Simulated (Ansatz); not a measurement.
Crystal: MgC2.

```
CELL_PARAMETERS angstrom
3.95078 0.00000 0.00000
0.00000 3.95078 0.00000
0.00000 0.00000 4.98709
ATOMIC_POSITIONS crystal
Mg 0.00000 0.00000 0.50000
Mg 0.50000 0.50000 0.00000
C 0.38766 0.61235 0.50000
C 0.11235 0.11235 0.00000
C 0.61235 0.38766 0.50000
C 0.88765 0.88765 0.00000
```

The cell comes from a database or a generator and needn't be the stable form of this composition.

* Program: Ansatz 0.2.0
* Task: relaxation of cell and atoms
* Functional: LDA
* Potentials or basis: Ansatz PAW
* Cutoff: 420 eV (not typed: the program's choice for these potentials)
* k mesh: 7 × 7 × 6
* Occupations: fermi-dirac, width 0.05 eV
* Spin: no spin polarisation

At the start: volume 12.97 Å³/atom.

Q: Where does the relaxation end?

A: It ends after 7 steps and the volume is 12.17 Å³/atom (-6.2 %); space group P4_2/mnm (No. 136, to 0.05 Å).

The path:
```tsv
step	energy change (eV)	largest force (eV/Å)	volume (Å³)
1	0.0000	0.4853	77.84
2	-0.0829	0.0881	73.89
3	-0.0867	0.0008	73.08
4	-0.0866	0.0001	73.15
5	-0.0791	0.0038	73.15
6	-0.0795	0.0010	73.03
7	-0.0792	0.0008	73.03
```

Final structure:
```
Mg C
1.0
     3.88380    0.00000    0.00000
     0.00000    3.88380    0.00000
     0.00000    0.00000    4.84143
Mg C
2 4
Direct
  0.00000 0.00000 0.50000
  0.50000 0.50000 0.00000
  0.38670 0.61330 0.50000
  0.11330 0.11330 0.00000
  0.61330 0.38670 0.50000
  0.88670 0.88670 0.00000
```

Caveat: the plane-wave basis is chosen anew once the cell has moved, so the energies of steps on either side of that aren't comparable; the pressure holds a Pulay correction of +0.4 GPa for the finite cutoff; the PAW data sets come from PBE, with cores solved anew for the run's functional, which leaves a small shift of forces and pressure.
